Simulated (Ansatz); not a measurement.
**GePO (quartet): wave-function methods side by side, cc-pVTZ**

Aim: climb from Hartree-Fock through coupled cluster for GePO (quartet) at one geometry and basis, and see what each rung misses.

The runs use Ansatz 0.2.0, Gaussian basis; cc-pVTZ, core rule «outside noble gas», up to 20 orbitals frozen.

Plan: UHF; CCSD(T) on ROHF; CCSD(T) on UHF; BCCD(T) on ROHF; CCSDT(Q) on ROHF; CCSDT(Q) on UHF.

8 further runs of the same task are left out: 3 for a known fault of the program, 5 set aside as unsound or not needed.

**1. The system**

The geometry is a PBE0/def2-TZVP stationary point (not a proven minimum) of the parent state, kept for this charge and spin. No spin-orbit coupling is included. The filled d shell of Ge may be among the frozen orbitals whatever the setting's name suggests; the logs give the count.

3 atoms, charge 0, spin multiplicity 4.

Atoms are counted from 1 here; the program's logs count them from 0.

Bond lengths: Ge1–O2 1.780 Å, O2–P3 1.598 Å. Angles: Ge1–O2–P3 180.0°.

As a file:

```xyz
3
charge 0, multiplicity 4
Ge    0.00000    0.00000    1.71920
O     0.00000    0.00000   -0.06050
P     0.00000    0.00000   -1.65870
```

**2. UHF**

in.yaml

```yaml
crystal:
  periodic: [false, false, false]
  atoms:
    - {symbol: Ge, position_ang: [0.000000, 0.000000, 1.719200]}
    - {symbol: O, position_ang: [0.000000, 0.000000, -0.060500]}
    - {symbol: P, position_ang: [0.000000, 0.000000, -1.658700]}
basis:
  gaussian: {orbitals: cc-pVTZ}
magnetization: {spin_polarized: true, initial_magnetization: 3}
hamiltonian: {xc: hf}
output: {orbitals: {seedname: orbitals}}
```

The run is started by

```bash
$ ansatz run in.yaml --threads 1 --pin off --events-out ev --progress --plain --max-ram 4096MiB --backend cpu
```

The runs that follow: CCSD(T) on ROHF; CCSD(T) on UHF; BCCD(T) on ROHF; CCSDT(Q) on ROHF; CCSDT(Q) on UHF.

Q: Predict the results of all the runs planned. Wanted: UCCSDT(Q) from the RHF energy; RMP2 from UCCSDT(Q); UMP2 from UCCSDT(Q); RCCSD from UCCSDT(Q); RCCSD(T) from UCCSDT(Q); UCCSD(T) from UCCSDT(Q); RCCSDT(Q) from UCCSDT(Q); T1 diagnostic.

**Answer**, as computed:

```
                         quantity                      value
    UCCSDT(Q) from the ROHF energy                -12.4082 eV
              RMP2 from UCCSDT(Q)                +1177.9 meV
              UMP2 from UCCSDT(Q)                +1252.8 meV
             RCCSD from UCCSDT(Q)                 +586.0 meV
          RCCSD(T) from UCCSDT(Q)                  +61.6 meV
          UCCSD(T) from UCCSDT(Q)                  +59.5 meV
         RCCSDT(Q) from UCCSDT(Q)                  +11.1 meV
levels within 1 kcal/mol (43 meV)  RCCSDT, UCCSDT, RCCSDT(Q)
                    T1 diagnostic                      0.028
```

In words: RCCSD(T) lands +61.6 meV from the yardstick (0.5 % of the correlation energy). These misses are within one basis, not against nature; the frozen cores of restricted and unrestricted runs differ, which can shift their rows.
